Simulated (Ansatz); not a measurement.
# RuSiH2+ (quartet): wave-function methods side by side, def2-SVP

One table from this session's results is given with a row withheld; the runs are named, their logs left out.

Program: Ansatz 0.2.0, Gaussian basis. Level of theory: def2-SVP, core rule «outside noble gas», up to 9 orbitals frozen. These are calculated values, not measurements.

The runs, in order: UHF; CCSD(T) on ROHF; CCSD(T) on UHF; CISD; CCSDT(Q) on ROHF; CCSDT(Q) on UHF.

13 further runs of the same task are left out: 5 that didn't finish, 8 set aside as unsound or not needed.

**What is computed**

The geometry is a PBE0/def2-TZVP stationary point (not a proven minimum) of the parent state, kept for this charge and spin. No spin-orbit coupling is included. Elements past krypton take def2 core potentials.

4 atoms, charge 1, spin multiplicity 4.

Atoms are counted from 1 here; the program's logs count them from 0.

Bond lengths: Ru1–Si2 2.207 Å, Si2–H3 1.486 Å, Si2–H4 1.486 Å. Angles: Ru1–Si2–H3 124.7°, Ru1–Si2–H4 124.7°, H3–Si2–H4 110.6°.

The first run:

The input, in.yaml:

```yaml
crystal:
  periodic: [false, false, false]
  atoms:
    - {symbol: Ru, position_ang: [0.000000, 0.000000, 0.519558]}
    - {symbol: Si, position_ang: [0.000000, 0.000000, -1.687844]}
    - {symbol: H, position_ang: [0.000000, 1.222304, -2.533795]}
    - {symbol: H, position_ang: [0.000000, -1.222304, -2.533795]}
basis:
  gaussian: {orbitals: def2-SVP}
total_charge: 1
magnetization: {spin_polarized: true, initial_magnetization: 3}
hamiltonian: {xc: hf}
output: {orbitals: {seedname: orbitals}}
```

Started as:

```console
ansatz run in.yaml --threads 1 --pin off --events-out ev --progress --plain --max-ram 2393MiB
```

Among the steps run: UHF; CCSD(T) on ROHF; CCSD(T) on UHF; CISD; CCSDT(Q) on ROHF; CCSDT(Q) on UHF.

One table of the session follows, with a row left open; its other results are not shown here.

It belongs to the step «Misses and costs». 

```
   method  from RCCSDT(Q) (kcal/mol)
     ROHF                    +173.43
      UHF                          ?
     RMP2                     +27.45
     UMP2                     +24.52
     CISD                     +24.71
    RCCSD                      +8.09
    UCCSD                      +6.63
 RCCSD(T)                      +1.52
 UCCSD(T)                      +0.23
   RCCSDT                      +0.30
   UCCSDT                      -0.97
RCCSDT(Q)                          0
UCCSDT(Q)                      -1.45
```

Q: Estimate the row for UHF from the others.

The run gave: from RCCSDT(Q) (kcal/mol): +168.22. In the column «from RCCSDT(Q) (kcal/mol)» it lies between RMP2 (+27.45) and ROHF (+173.43).

To keep in mind: Restricted and unrestricted rows rest on different reference determinants; where their highest levels disagree by more than a few hundredths of an eV, they describe different states and don't form one ladder.
